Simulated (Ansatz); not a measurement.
# TiC (rocksalt type): the cost of one run

Program: Ansatz 0.2.0. Level of theory: DFT LDA, with the methods named in each step. These are calculated values, not measurements.

1 further run of the same task is left out (set aside as unsound or not needed).

## (1) The starting structure

It takes space group Fm-3m (No. 225, cubic). The conventional cell has a = 4.309 Å, b = 4.309 Å, c = 4.309 Å, α = 90.00°, β = 90.00°, γ = 90.00°. Around Ti (site symmetry m-3m) lie 6 C at 2.15 Å. C (site symmetry m-3m) has 6 Ti at 2.15 Å as nearest neighbours.

Structure file:

```cif
data_structure
_symmetry_space_group_name_H-M 'Fm-3m'
_symmetry_Int_Tables_number 225
_cell_length_a 4.3089
_cell_length_b 4.3089
_cell_length_c 4.3089
_cell_angle_alpha 90.000
_cell_angle_beta 90.000
_cell_angle_gamma 90.000
_cell_volume 80.00
loop_
_atom_site_label
_atom_site_type_symbol
_atom_site_symmetry_multiplicity
_atom_site_Wyckoff_symbol
_atom_site_fract_x
_atom_site_fract_y
_atom_site_fract_z
_atom_site_occupancy
Ti1 Ti 4 a 0.00000 0.00000 0.00000 1
C1 C 4 b 0.50000 0.00000 0.00000 1
```

The file gives the conventional cell by its symmetry; the runs use the cell typed in the input.

Whether this phase is the stable one at these pressures isn't tested.

Atoms are numbered in the order of the input: Ti1, C2.

## (2) Cell relaxed at zero pressure, PAW

Contents of input.yaml:

```yaml
crystal:
  lattice:
    - [0.0, 2.15443469, 2.15443469]
    - [2.15443469, 0.0, 2.15443469]
    - [2.15443469, 2.15443469, 0.0]
  atoms:
    - { symbol: Ti, position: [0.0, 0.0, 0.0] }
    - { symbol: C, position: [0.5, 0.5, 0.5] }
kpoints:
  mp_grid: { grid: [17, 17, 17] }
scf:
  occupations: { method: fermi_dirac, width: 0.08 }
hamiltonian:
  xc: lda
  pseudopotentials: { kind: paw }
output:
  forces: true
  stress: true
  write_density: true
  write_potential: true
  elf: true
  volumetric_format: npy
relax:
  f_tol: 0.005
  max_steps: 40
  cell: {}
```

Command:

```console
> ansatz run input.yaml --threads 1 --pin off --max-ram 2048MiB --backend cpu --events-out ev --progress --plain --runs-dir out
```

What time and memory should one allow on 1 thread of Intel Xeon Platinum 8488C (Sapphire Rapids), shared host?

About 12 s, with a peak of 0.41 GiB.
